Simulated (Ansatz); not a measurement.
Crystal: LuMnIn.

```
CELL_PARAMETERS angstrom
4.73656 0.00000 0.00000
-2.36828 4.10198 0.00000
0.00000 0.00000 3.40074
ATOMIC_POSITIONS crystal
Lu 0.00000 0.00000 0.00000
In 0.66667 0.33333 0.50000
Mn 0.33333 0.66667 0.50000
```

The cell comes from a database or a generator and needn't be the stable form of this composition.

Base run:

```yaml
Program: Ansatz 0.2.0
Functional: PBE
Potentials_or_basis: Ansatz PAW
Cutoff: "420 eV (not typed: the program's choice for these potentials)"
k_mesh: 7 × 7 × 8
Occupations: fermi-dirac, width 0.05 eV
Spin: collinear spin, ferromagnetic start
Starting_moments: "[0.0, 0.0, 4.0] μB"
```

Its results: band gap on the k mesh none (metal or under the smearing width); pressure -0.1 GPa.

Q: The run is repeated on the same cell with these changes: spin from collinear spin, ferromagnetic start to no spin polarisation. What comes out?

A: Band gap on the k mesh none (metal or under the smearing width); pressure -6.4 GPa.

Caveats: spin-orbit coupling is left out, which moves the levels of the heavy elements (some runs).
